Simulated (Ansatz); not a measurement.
# Cl2F2Ga2H2: the cost of one run

The runs use Ansatz 0.2.0, Gaussian basis; functionals in def2-TZVPP, the program's frozen cores in correlated methods.

Levels to be run: LDA (SPW92), PBE-D4, revPBE-D4, BLYP-D4, r2SCAN-D4, B97M-V, PBE0-D4, B3LYP-D4, r2SCANh-D4, r2SCAN0-D4, HSE06-D4, BHLYP-D4, CAM-B3LYP-D4, LC-ωPBE, ωB97X-V, ωB97M-V, B2PLYP, PBE-QIDH; CCSD(T)/def2-SVP; MP2/def2-TZVPP; MP2/def2-QZVPP; RPA on PBE.

### 1 The geometry

All runs share one geometry, relaxed beforehand with PBE0-D4 in a triple-zeta def2 set.

SMILES `[Cl][Ga@H-]1[F+][Ga@@H-]([Cl])[F+]1`, 8 atoms, charge 0, spin multiplicity 1.

Atoms are counted from 1 here; the program's logs count them from 0.

Bond lengths: Cl1–Ga2 2.121 Å, Ga2–F3 1.929 Å, Ga2–F6 1.929 Å, Ga2–H7 1.540 Å, F3–Ga4 1.929 Å, Ga4–Cl5 2.121 Å, Ga4–F6 1.929 Å, Ga4–H8 1.540 Å. Angles: Cl1–Ga2–F3 107.0°, Cl1–Ga2–F6 107.0°, Cl1–Ga2–H7 129.7°, F3–Ga2–F6 79.1°, F3–Ga2–H7 111.3°, F6–Ga2–H7 111.3°, Ga2–F3–Ga4 100.9°, F3–Ga4–Cl5 107.0°, F3–Ga4–F6 79.1°, F3–Ga4–H8 111.3°, Cl5–Ga4–F6 107.0°, Cl5–Ga4–H8 129.7°, F6–Ga4–H8 111.3°, Ga2–F6–Ga4 100.9°.

### 2 LDA

This LDA is Slater exchange with PW92 correlation.

File in.yaml:

```yaml
crystal:
  periodic: [false, false, false]
  atoms:
    - {symbol: Cl, position_ang: [0.088297, 2.320323, 1.714231]}
    - {symbol: Ga, position_ang: [1.093120, 0.852173, 0.559011]}
    - {symbol: F, position_ang: [0.085158, 0.628596, -1.070400]}
    - {symbol: Ga, position_ang: [-0.866283, -1.005180, -0.687578]}
    - {symbol: Cl, position_ang: [-2.845203, -0.460363, -0.152127]}
    - {symbol: F, position_ang: [0.216067, -0.831793, 0.899685]}
    - {symbol: H, position_ang: [2.600560, 0.656843, 0.314093]}
    - {symbol: H, position_ang: [-0.371706, -2.160599, -1.576915]}
basis:
  gaussian: {orbitals: def2-TZVPP}
hamiltonian: {xc: lda}
output: {orbitals: {seedname: orbitals}}
```

Run with:

```sh
> ansatz run in.yaml --threads 4 --pin off --events-out ev --progress --plain --max-ram 10444MiB
```

Q: Estimate wall time and peak memory on 4 threads of Intel Xeon at 2.50GHz, shared host.

About 9.6 s, with a peak of 0.48 GiB.
